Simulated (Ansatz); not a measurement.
Working through a point defect in a supercell of HfIr₃, space group Pm-3m

Computed with the Ansatz DFT code, driven from Python.

The script reads `hfir3.xyz`:
```text
4
Lattice="3.926 0.0 0.0 0.0 3.926 0.0 0.0 0.0 3.926" Properties=species:S:1:pos:R:3 pbc="T T T"
Hf    0.00000000    0.00000000    0.00000000
Ir    0.00000000    1.96300000    1.96300000
Ir    1.96300000    0.00000000    1.96300000
Ir    1.96300000    1.96300000    0.00000000
```

Typed at the interpreter:
```pycon
>>> import ansatz as az
>>> import numpy as np
>>> config = {
...     "functional": "r2SCAN",
...     "kmesh": (2, 2, 4),
...     "smearing_width": 0.1,
... }
>>> xtal = az.Crystal.from_extxyz("hfir3.xyz")
>>> host = xtal.supercell(2, 2, 1)
>>> defective = host.vacancy("Ir", at=(0.5, 0.5, 0.0))
>>> def prepare(structure):
...     return (
...         structure.calculation()
...         .functional(config["functional"])
...         .basis(24 * az.Ha)
...         .kpoints(*config["kmesh"], center="gamma")
...         .occupations(az.OccupationsMethod.FERMI_DIRAC, width=config["smearing_width"])
...         .band_table()
...     )
...
>>> perfect = prepare(host).run(threads=1, backend="cpu").report
>>> model = (
...     prepare(defective)
...     .relax(force_tolerance=0.02, max_steps=40)
... )
>>> done = model.run(threads=1, backend="cpu")
>>> report = done.report
>>> report["n_iterations"], report["closed_by"]
(2, 'deck_thresholds')
>>> n_host, n_defect = len(perfect["lattice"]["sites"]), len(report["lattice"]["sites"])
>>> print(f"perfect cell: {n_host} atoms, F = {perfect['free_energy_ev']:.4f} eV")
perfect cell: 16 atoms, F = -206330.7285 eV
>>> print(f"defect cell:  {n_defect} atoms, F = {report['free_energy_ev']:.4f} eV")
defect cell:  15 atoms, F = -194378.7462 eV
>>> # chemical potentials are still to be added to this difference
>>> print(f"difference {report['free_energy_ev'] - perfect['free_energy_ev']:.4f} eV (no chemical potentials)")
difference 11951.9822 eV (no chemical potentials)
>>> pull = np.linalg.norm(report["forces_ev_ang"], axis=1)
>>> for atom in np.argsort(-pull)[:5]:
...     print(f"force on {done.lattice.sites[atom].symbol}{atom}: {pull[atom]:.3f} eV/A")
...
force on Ir12: 0.014 eV/A
force on Ir4: 0.014 eV/A
force on Ir9: 0.014 eV/A
force on Ir13: 0.014 eV/A
force on Ir8: 0.003 eV/A
>>> for label, run in (("perfect", perfect), ("defect", report)):
...     levels, filled = np.array(run["eigenvalues_ev"][0]), np.array(run["occupations"][0])
...     top = int(np.argmin(np.abs(levels - run["fermi_energy_ev"])))
...     window = slice(max(top - 3, 0), top + 4)
...     print(label, "levels near E_F at the first k-point:", ", ".join(f"{e - run['fermi_energy_ev']:.2f} ({f:.2f})" for e, f in zip(levels[window], filled[window])))
...
perfect levels near E_F at the first k-point: -0.87 (2.00), -0.69 (2.00), -0.13 (1.57), -0.13 (1.57), 0.24 (0.16), 0.24 (0.16), 1.36 (0.00)
defect levels near E_F at the first k-point: -0.83 (2.00), -0.53 (1.99), -0.34 (1.93), 0.02 (0.91), 0.07 (0.67), 0.39 (0.04), 0.39 (0.04)
```

Notes:
- Absolute energies stand on the zero of these potentials, so only differences at equal settings mean something. A total without «per atom» is that of the whole cell that was run.
- Spin is left out of this run.
- The mesh is modest for a metal, so energies can be off by several to tens of meV an atom and pressures by half a GPa or more; differences at equal mesh fare better.
- The difference holds no chemical potentials.
- Errors of mesh and smearing per atom add up over the supercell, so the energy can be off by tenths of an eV.
- Each cell's levels count from its own Fermi level and aren't aligned; one k-point can hide that the defect cell is metallic.
- The structure is a deposited one; some such entries were measured under pressure or heat, so a shift against it needn't be the functional's error alone.
- Gaps and levels are Kohn-Sham values on a finite set of k-points, without spin-orbit coupling.
- The supercell is small, so the defect meets its images and the energies aren't those of an isolated defect; a partly filled defect level may also lower its energy by spin or distortion. For a charged cell the difference holds no correction, alignment or term for the electrons' reservoir.
- Finished in 8.5 min on 1 thread of Arm Neoverse V1 (shared host), peak memory 1.8 GiB.
